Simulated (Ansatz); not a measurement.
# C2H6BFO: a ladder of functionals and wavefunction methods

An exercise on one series of results from a longer session: the logs are not shown, and one member is left open.

Program: Ansatz 0.2.0, Gaussian basis. Level of theory: functionals in def2-TZVPP, the program's frozen cores in correlated methods. These are calculated values, not measurements.

The runs, in order: LDA (SPW92), PBE-D4, revPBE-D4, BLYP-D4, r2SCAN-D4, B97M-V, PBE0-D4, B3LYP-D4, r2SCANh-D4, r2SCAN0-D4, HSE06-D4, BHLYP-D4, CAM-B3LYP-D4, LC-ωPBE, ωB97X-V, ωB97M-V, B2PLYP, PBE-QIDH; CCSD(T)/def2-SVP; CCSD(T)/def2-TZVPP; MP2/def2-QZVPP; extrapolation to the limit; RPA on PBE.

## The relaxed structure

All runs share one geometry, relaxed beforehand with PBE0-D4 in a triple-zeta def2 set.

11 atoms, charge 0, spin multiplicity 1.

Atoms are counted from 1 here; the program's logs count them from 0.

Bond lengths: B1–C2 1.551 Å, B1–H6 1.197 Å, B1–H7 1.194 Å, C2–O3 1.495 Å, C2–C4 1.502 Å, C2–H8 1.088 Å, O3–H9 0.963 Å, C4–F5 1.379 Å, C4–H10 1.096 Å, C4–H11 1.093 Å. Angles: C2–B1–H6 118.7°, C2–B1–H7 119.2°, H6–B1–H7 121.6°, B1–C2–O3 67.8°, B1–C2–C4 123.1°, B1–C2–H8 121.2°, O3–C2–C4 108.0°, O3–C2–H8 110.8°, C4–C2–H8 113.2°, C2–O3–H9 109.0°, C2–C4–F5 107.9°, C2–C4–H10 112.5°, C2–C4–H11 110.3°, F5–C4–H10 107.8°, F5–C4–H11 108.8°, H10–C4–H11 109.4°.

Set-up of the first run:

The input, in.yaml:

```yaml
crystal:
  periodic: [false, false, false]
  atoms:
    - {symbol: B, position_ang: [-0.861396, -0.242442, 1.067833]}
    - {symbol: C, position_ang: [0.363312, 0.186907, 0.219166]}
    - {symbol: O, position_ang: [0.201248, -1.298971, 0.265872]}
    - {symbol: C, position_ang: [0.256213, 0.619604, -1.214879]}
    - {symbol: F, position_ang: [0.146154, 1.994462, -1.236750]}
    - {symbol: H, position_ang: [-0.727962, -0.362920, 2.251232]}
    - {symbol: H, position_ang: [-1.934708, -0.311362, 0.549527]}
    - {symbol: H, position_ang: [1.297744, 0.488083, 0.689113]}
    - {symbol: H, position_ang: [0.821160, -1.661716, 0.907016]}
    - {symbol: H, position_ang: [1.139482, 0.344870, -1.801986]}
    - {symbol: H, position_ang: [-0.635847, 0.186485, -1.675544]}
basis:
  gaussian: {orbitals: def2-TZVPP}
hamiltonian: {xc: lda}
output: {orbitals: {seedname: orbitals}}
```

Run with:

```bash
ansatz run in.yaml --threads 4 --pin off --events-out ev --progress --plain --max-ram 10444MiB
```

Steps of the session up to this table: LDA; PBE-D4 (GGA); revPBE-D4 (GGA); BLYP-D4 (GGA); r2SCAN-D4 (meta-GGA); B97M-V (meta-GGA); B3LYP-D4 (hybrid); r2SCANh-D4 (hybrid); r2SCAN0-D4 (hybrid); HSE06-D4 (hybrid); BHLYP-D4 (hybrid); CAM-B3LYP-D4 (range-separated); LC-ωPBE (range-separated); ωB97X-V (range-separated); ωB97M-V (range-separated); B2PLYP (double hybrid); PBE-QIDH (double hybrid).

One of the session's tables, all rows but one given; the rest of the session is left out.

It belongs to the step «Orbital energies across the functionals». 

```
  functional  HOMO (eV)  gap (eV)
 LDA (SPW92)      -7.11      5.75
      PBE-D4      -6.97      5.82
   revPBE-D4      -6.91      5.84
     BLYP-D4      -6.89      5.76
   r2SCAN-D4      -7.23      6.66
      B97M-V      -7.34      6.48
     PBE0-D4      -8.36      8.20
    B3LYP-D4      -8.18      7.66
  r2SCANh-D4      -7.76      7.51
  r2SCAN0-D4      -8.54      8.76
    HSE06-D4      -7.96      7.42
    BHLYP-D4      -9.72     10.33
CAM-B3LYP-D4      -9.84     10.53
     LC-ωPBE          ?         ?
     ωB97X-V     -10.83     12.67
     ωB97M-V     -10.72     12.12
```

Estimate the missing values for LC-ωPBE.

As computed: HOMO (eV): -11.20; gap (eV): 13.22. In the column «HOMO (eV)» it is the lowest.
